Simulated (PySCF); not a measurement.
# FGeH3 (monofluorogermane): the cost of one run

Computed with PySCF 2.14.0, with density-fitted response routines of our own, on a single molecule in the gas phase. Atoms count from 0, in the outputs and in this text.

### 1 The starting structure

5 atoms, charge 0, multiplicity 1; geometry from: GFN2-xTB. The atoms were then displaced at random by about 0.03 Å, so the start is not that level's minimum.

Bonds of the start (Å): F0–Ge1 1.83, Ge1–H2 1.51, Ge1–H3 1.46, Ge1–H4 1.51.

### 2 Optimising the geometry at PBE0-D3(BJ)/def2-SVP

Job settings and geometry (Å):

```
{"job": {"xc": "PBE0", "basis": "def2-SVP", "d3": "d3bj", "grid": 1, "shake": 0.03, "kind": "geom"}, "charge": 0, "multiplicity": 1}
F      1.610720    -0.443770     0.137990
Ge    -0.148690     0.019650    -0.024820
H     -0.168970     1.332190    -0.767500
H     -0.499300     0.117540     1.387190
H     -0.701670    -1.130380    -0.829350
```

The run is started by

```sh
$ OMP_NUM_THREADS=1 python probes_run.py task.json out
```

The driver reads the jobs from task.json and runs them one after another.

**Question.** How long does this first job take on 1 thread of Arm Neoverse V2, shared host, and how much memory does it need?

About 4.4 s, with a peak of 0.27 GiB.
